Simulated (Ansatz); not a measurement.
## MoSe in Ansatz: convergence with smearing width

Input of the first run (smearing width 0.3 eV); the others differ in this setting and in those tied to it:

The input input.yaml:

```yaml
crystal:
  lattice:
    - [0.0, 2.89287951, 2.89287951]
    - [2.89287951, 0.0, 2.89287951]
    - [2.89287951, 2.89287951, 0.0]
  atoms:
    - { symbol: Mo, position: [-0.003463, -0.009093, 0.015128] }
    - { symbol: Se, position: [0.498149, 0.495166, 0.502695] }
hamiltonian:
  xc: pbe
  pseudopotentials: { kind: nc }
kpoints:
  mp_grid: { grid: [6, 6, 6] }
scf:
  occupations: { method: gaussian, width: 0.3 }
output:
  forces: true
  stress: true
  eigenvalues: true
```

Potentials or basis: Ansatz NC.

Launch:

```bash
$ ansatz run input.yaml --threads 2 --pin off --max-ram 5632MiB --backend cpu --events-out ev --progress --plain --runs-dir out
```

The cell isn't the ideal one: atoms moved at random, drawn with an rms of 0.05 Å.

The cell was built by a generator and needn't be a form met in nature.

Hardware: 2 threads of Arm Neoverse V2, with other jobs on the host.

**Question.** The values tried are 0.3 eV, 0.2 eV, 0.15 eV, 0.1 eV, 0.05 eV, 0.025 eV, 0.01 eV, 0.005 eV, loosest first. From which on does the pressure stay within 0.1 GPa of the tightest run that finished?

**Answer.** From 0.1 eV on.

| smearing width | energy less the tightest run, at zero smearing (meV/atom) | pressure (GPa) | largest force (eV/Å) | SCF cycles | CPU time (s) | peak memory (GiB) |
| --- | --- | --- | --- | --- | --- | --- |
| 0.3 eV | -0.18 | -19.59 | 0.180 | 8 | 37 | 0.56 |
| 0.2 eV | -1.12 | -20.08 | 0.188 | 8 | 27 | 0.52 |
| 0.15 eV | -1.54 | -20.24 | 0.190 | 9 | 29 | 0.52 |
| 0.1 eV | -1.02 | -20.32 | 0.189 | 9 | 29 | 0.52 |
| 0.05 eV | -0.27 | -20.37 | 0.181 | 9 | 29 | 0.52 |
| 0.025 eV | -0.14 | -20.40 | 0.164 | 8 | 29 | 0.52 |
| 0.01 eV | -0.07 | -20.41 | 0.153 | 9 | 32 | 0.52 |
| 0.005 eV | 0.00 | -20.41 | 0.153 | 10 | 30 | 0.52 |

Against the tightest run, the energy stays within 1 meV/atom from 0.05 eV on; the largest force stays within 0.005 eV/Å from 0.01 eV on. Narrower smearing needs a denser k mesh, so at a fixed mesh the narrowest width isn't the most accurate. The tightest run that finished is the yardstick and may itself not be fully converged.
